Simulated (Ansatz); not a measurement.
**CrW: how the settings move a single-point run**

Aim: see which settings change the result for CrW, by how much, and at what cost.

Method: reference: DFT, LDA, PAW with Ansatz's default frozen-core files, scalar-relativistic, in Ansatz 0.2.0.

**1. The starting structure**

Symmetry: Cmmm, No. 65, orthorhombic system. Conventional cell: a = 3.058 Å, b = 4.382 Å, c = 4.218 Å, α = 90.00°, β = 90.00°, γ = 90.00°. Cr (site symmetry mmm) is surrounded by 4 W at 2.60 Å and 4 Cr at 2.67 Å. Around W (site symmetry mmm) lie 4 Cr at 2.60 Å and 4 W at 2.67 Å.

Structure file:

```xyz
2
Lattice="1.5290 -2.1912 0.0000 1.5290 2.1912 0.0000 0.0000 0.0000 4.2181" Properties=species:S:1:pos:R:3 pbc="T T T"
Cr    0.0000    0.0000    0.0000
W     1.5290    0.0000    2.1090
```

**2. The reference run**

input.yaml

```yaml
crystal:
  lattice:
    - [1.528967, -2.1912249199, 0.0]
    - [1.528967, 2.1912249199, 0.0]
    - [0.0, 0.0, 4.2180955965]
  atoms:
    - { symbol: Cr, position: [0.0, 0.0, 0.0], spin: 3.0, spin_axis: [1.0, 0.0, 0.0] }
    - { symbol: W, position: [0.5, 0.5, 0.5], spin: 1.0, spin_axis: [1.0, 0.0, 0.0] }
magnetization:
  noncollinear: true
  spin_spiral: { q: [0.0, 0.0, 0.0] }
kpoints:
  mp_grid: { grid: [12, 12, 6] }
scf:
  occupations: { method: fermi_dirac, width: 0.03 }
  lower_state_search: "off"
hamiltonian:
  xc: lda
  pseudopotentials: { kind: paw }
output:
  eigenvalues: false
```

The run is started by

```console
$ ansatz run input.yaml --threads 2 --pin off --max-ram 5120MiB --backend cpu --events-out ev --progress --plain --runs-dir out
```

**3. Changing settings: mp_grid.grid [6, 6, 3]**

Changes to input.yaml since step 2:

```diff
@@ -12,3 +12,3 @@
 kpoints:
-  mp_grid: { grid: [12, 12, 6] }
+  mp_grid: { grid: [6, 6, 3] }
 scf:
```

**4. Changed: q [-0.25, 0.25, 0.0], mp_grid.grid [6, 6, 3]**

Changes to input.yaml since step 2:

```diff
@@ -10,5 +10,5 @@
   noncollinear: true
-  spin_spiral: { q: [0.0, 0.0, 0.0] }
+  spin_spiral: { q: [-0.25, 0.25, 0.0] }
 kpoints:
-  mp_grid: { grid: [12, 12, 6] }
+  mp_grid: { grid: [6, 6, 3] }
 scf:
```

Q: Predict the outcome of this session. Wanted: for each run, ending; energy change; gap.

As calculated:

```csv
run,ending,energy change,gap (eV),cycles,time
reference,converged,0,0.00,19,56 s
"1: mp_grid.grid [6, 6, 3]",converged,-15.9 meV/atom,0.00,21,9.9 s
"2: q [-0.25, 0.25, 0.0], mp_grid.grid [6, 6, 3]",converged,+3.5 meV/atom,0.00,21,11 s
```

Residual by cycle in the longest SCF loop of each run; runs are numbered as in the table. The quantity is the density residual dr2, in eV.

```csv
cycle,reference,run 1,run 2
1,33.1,31.8,30.3
3,3.72,3.86,4.3
5,1.11,1.2,1.19
6,0.041,0.05,0.0896
8,0.00822,0.0845,0.0378
10,2.83,0.00103,4.8e-4
12,0.00186,0.00321,2.8e-4
14,8.3e-4,4.4e-5,1.6e-5
16,9.1e-7,4.8e-7,8.6e-8
17,7.3e-8,8.8e-8,1.3e-7
19,8.0e-11,5.4e-9,3.6e-10
21,-,3.3e-11,9.2e-13
```

What this shows: Of the converged runs whose energies compare with the reference's, «mp_grid.grid [6, 6, 3]» moves the energy most (-15.9 meV/atom) and «q [-0.25, 0.25, 0.0], mp_grid.grid [6, 6, 3]» least (+3.5 meV/atom).
